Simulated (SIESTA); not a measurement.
Bi2Te3 (Tellurobismuthite):

```
Bi Te
1.0
     2.19300    1.26613   10.16567
    -2.19300    1.26613   10.16567
     0.00000   -2.53226   10.16567
Bi Te
2 3
Direct
  0.60000 0.60000 0.60000
  0.40000 0.40000 0.40000
  0.79050 0.79050 0.79050
  0.20950 0.20950 0.20950
  0.00000 0.00000 0.00000
```

- Program: SIESTA 5.4.2
- Task: single point
- Functional: PBEsol
- Potentials or basis: PseudoDojo 0.4 standard (PBEsol files)
- Basis: DZP (energy shift 0.003 Ry; two zetas on semicore shells)
- Grid cutoff: 500 Ry
- Energy shift: 0.003 Ry
- k mesh: 7 × 7 × 7
- Occupations: fermi-dirac, width 0.05 eV
- Spin: no spin polarisation

On this cell: pressure 0.2 GPa; largest force 0.117 eV/Å; band gap on the k mesh 0.23 eV, direct.

The same run follows on a disturbed copy (atoms moved at random, drawn with an rms of 0.05 Å):

```
Bi Te
1.0
     2.19300    1.26613   10.16567
    -2.19300    1.26613   10.16567
     0.00000   -2.53226   10.16567
Bi Te
2 3
Direct
  0.60539 0.60196 0.59344
  0.39953 0.40382 0.39703
  0.79470 0.78516 0.79255
  0.21166 0.20856 0.20612
  0.00364 0.00338 0.99384
```

Problem. What changes?

Solution. The energy moves by +0.3 meV/atom; pressure 0.0 GPa; largest force 0.146 eV/Å; band gap on the k mesh 0.24 eV, direct.

Forces in eV/Å, atoms in the order of the input:
```
Bi  -0.025 -0.031 -0.031
Bi   0.084 -0.029 -0.076
Te  -0.103  0.076  0.071
Te   0.017  0.037  0.063
Te   0.027 -0.053 -0.027
```

Stress tensor (GPa, compression positive):
```
 0.12  0.08 -0.13
 0.08  0.20  0.07
-0.13  0.07 -0.28
```

Caveats: spin-orbit coupling is left out, which as a rule narrows the gap of such compounds by several tenths of an eV; an odd mesh through Γ misses points on the zone boundary, where band edges often lie; the basis of atomic orbitals isn't converged, which shifts pressures, moduli and gaps.
